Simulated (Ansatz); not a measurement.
# CH₃ClO₂Si: a few dozen steps of dynamics

What does CH₃ClO₂Si do in its first 25 fs at constant energy, with the temperature set to 500 K?

The runs use Ansatz 0.2.0, Gaussian basis; BLYP/def2-SVP.

## Step 1: The geometry

The geometry comes from an earlier relaxation with PBE0-D4 in a triple-zeta def2 set; it is a stationary point, not always the lowest conformer.

SMILES `ClC1O[SiH2]O1`, 8 atoms, charge 0, spin multiplicity 1.

Atoms are counted from 1 here; the program's logs count them from 0.

Bond lengths: Cl1–C2 1.787 Å, C2–O3 1.403 Å, C2–O5 1.403 Å, C2–H6 1.090 Å, O3–Si4 1.674 Å, Si4–O5 1.674 Å, Si4–H7 1.478 Å, Si4–H8 1.479 Å. Angles: Cl1–C2–O3 111.5°, Cl1–C2–O5 111.5°, Cl1–C2–H6 106.1°, O3–C2–O5 102.3°, O3–C2–H6 112.7°, O5–C2–H6 112.7°, C2–O3–Si4 88.1°, O3–Si4–O5 81.5°, O3–Si4–H7 114.7°, O3–Si4–H8 116.0°, O5–Si4–H7 114.7°, O5–Si4–H8 116.0°, H7–Si4–H8 111.1°, C2–O5–Si4 88.1°.

## Step 2: The run

in.yaml

```yaml
crystal:
  periodic: [false, false, false]
  atoms:
    - {symbol: Cl, position_ang: [-2.195871, 0.509656, 0.974368]}
    - {symbol: C, position_ang: [-0.524188, 0.766622, 0.397635]}
    - {symbol: O, position_ang: [0.378461, -0.100723, 1.032016]}
    - {symbol: Si, position_ang: [0.716137, -0.757858, -0.470624]}
    - {symbol: O, position_ang: [-0.384373, 0.408684, -0.952118]}
    - {symbol: H, position_ang: [-0.298604, 1.817288, 0.580653]}
    - {symbol: H, position_ang: [2.098741, -0.537850, -0.945701]}
    - {symbol: H, position_ang: [0.301897, -2.163018, -0.672126]}
basis:
  gaussian: {orbitals: def2-SVP}
hamiltonian: {xc: {name: BLYP}}
md: {timestep: 0.5 fs, n_steps: 50, ensemble: nve, temperature: 500, initial_velocities: maxwell_boltzmann, seed: 218}
```

Run with:

```
ansatz run in.yaml --threads 2 --pin off --events-out ev --progress --plain --max-ram 4352MiB
```

The program printed, cut to the lines that bear on the results:

```text
Functional definition: BLYP
  name "BLYP"
  cite "Becke, Phys. Rev. A 38, 3098 (1988) doi:10.1103/PhysRevA.38.3098"
  cite "Lee, Yang & Parr, Phys. Rev. B 37, 785 (1988) doi:10.1103/PhysRevB.37.785"
[...]
1009 factors; their error is unknown
[...]
mean field -25569.09659790 eV, -939.6469686165 hartree, gradient 3.7e-5 eV, S^2 0.000000; 0 other end points of the search recorded, 0 dependent functions left out
[...]
reference -25569.09690611 eV, -939.6469799431 hartree; 28, 28 occupied and 65, 65 virtual orbitals, 1009 factors
md step     0: t =     0.00 fs  T =   500.0 K  F+E_penalty+E_count = -25569.09659790 eV  E_kin = 0.387780 eV  conserved = -25568.70881790 eV  (28 SCF iters)
[...]
md step    12: t =     6.00 fs  T =   404.7 K  F+E_penalty+E_count = -25569.02247718 eV  E_kin = 0.313850 eV  conserved = -25568.70862720 eV  (31 SCF iters)
[...]
md step    24: t =    12.00 fs  T =   136.6 K  F+E_penalty+E_count = -25568.81423125 eV  E_kin = 0.105934 eV  conserved = -25568.70829748 eV  (31 SCF iters)
[...]
md step    36: t =    18.00 fs  T =   195.7 K  F+E_penalty+E_count = -25568.86004988 eV  E_kin = 0.151781 eV  conserved = -25568.70826903 eV  (31 SCF iters)
[...]
md step    48: t =    24.00 fs  T =   399.8 K  F+E_penalty+E_count = -25569.01862516 eV  E_kin = 0.310087 eV  conserved = -25568.70853773 eV  (31 SCF iters)
[...]
md step    49: t =    24.50 fs  T =   404.9 K  F+E_penalty+E_count = -25569.02258627 eV  E_kin = 0.314028 eV  conserved = -25568.70855779 eV  (30 SCF iters)
[...]
md step    50: t =    25.00 fs  T =   409.8 K  F+E_penalty+E_count = -25569.02644042 eV  E_kin = 0.317858 eV  conserved = -25568.70858290 eV  (28 SCF iters)
Total energy: -25569.02675069 eV, -939.6444017789 hartree
Atom 0 at    -2.228291     0.497209     0.998972 Å, force    -0.198380     0.125721    -0.084163 eV/Å
Atom 1 at    -0.500046     0.803996     0.350670 Å, force    -0.746650     0.284741     1.599049 eV/Å
Atom 2 at     0.380714    -0.050884     1.038898 Å, force     0.551898    -0.545678    -0.207115 eV/Å
Atom 3 at     0.744242    -0.808176    -0.482930 Å, force    -0.101571    -0.214529     0.007460 eV/Å
Atom 4 at    -0.384401     0.458202    -0.953831 Å, force     0.798835    -0.762620    -1.654894 eV/Å
Atom 5 at    -0.325349     1.866491     0.561593 Å, force     0.086127     0.379683     0.122983 eV/Å
Atom 6 at     2.254871    -0.755444    -0.714794 Å, force    -0.610855     0.162067    -0.134248 eV/Å
Atom 7 at     0.206620    -2.177218    -0.928819 Å, force     0.220597     0.570616     0.350927 eV/Å
Dipole moment:     0.550011    -0.198254    -0.287570 e Å
```

It took 80 s on 2 threads of Arm Neoverse V1, shared host.

## Step 3: The trajectory

Every 4 steps, with energies from the start:

| time (fs) | T (K) | potential (meV) | conserved (meV) | Si4–O5 (Å) |
| --- | --- | --- | --- | --- |
| 0.0 | 500 | 0.0 | 0.00 | 1.674 |
| 2.0 | 514 | -10.4 | 0.19 | 1.711 |
| 4.0 | 490 | 7.9 | 0.07 | 1.749 |
| 6.0 | 405 | 74.1 | 0.19 | 1.784 |
| 8.0 | 288 | 164.6 | 0.35 | 1.814 |
| 10.0 | 187 | 242.8 | 0.43 | 1.838 |
| 12.0 | 137 | 282.4 | 0.52 | 1.854 |
| 14.0 | 147 | 273.8 | 0.23 | 1.862 |
| 16.0 | 155 | 268.1 | 0.39 | 1.861 |
| 18.0 | 196 | 236.5 | 0.55 | 1.851 |
| 20.0 | 304 | 152.0 | 0.13 | 1.833 |
| 22.0 | 377 | 95.4 | 0.10 | 1.807 |
| 24.0 | 400 | 78.0 | 0.28 | 1.777 |

Positions (Å) and forces (eV/Å) at 25.0 fs:

```xyz
8

Cl   -2.228    0.497    0.999   -0.198    0.126   -0.084
C    -0.500    0.804    0.351   -0.747    0.285    1.599
O     0.381   -0.051    1.039    0.552   -0.546   -0.207
Si    0.744   -0.808   -0.483   -0.102   -0.215    0.007
O    -0.384    0.458   -0.954    0.799   -0.763   -1.655
H    -0.325    1.866    0.562    0.086    0.380    0.123
H     2.255   -0.755   -0.715   -0.611    0.162   -0.134
H     0.207   -2.177   -0.929    0.221    0.571    0.351
```

## Step 4: Outcome

```
                              quantity                          value
                                length             50 steps of 0.5 fs
     temperature, first and last frame                     500, 410 K
              temperature, second half  mean 259 K, from 136 to 410 K
                swing of the potential                        293 meV
largest change of the conserved energy                       0.57 meV
                       range of Si4–O5               1.674 to 1.863 Å
```

What this shows: From 500 K at the start the temperature swings between 136 and 514 K: with 8 atoms it has no steady value yet; starting near a minimum, about half of the kinetic energy flows into the potential. The conserved energy moves by 0.57 meV, 0.2 % of the potential's swing, so the step is short enough for this stretch. Si4–O5 swings most, by 0.19 Å; no bond breaks. A run of 25 fs gives no averages.
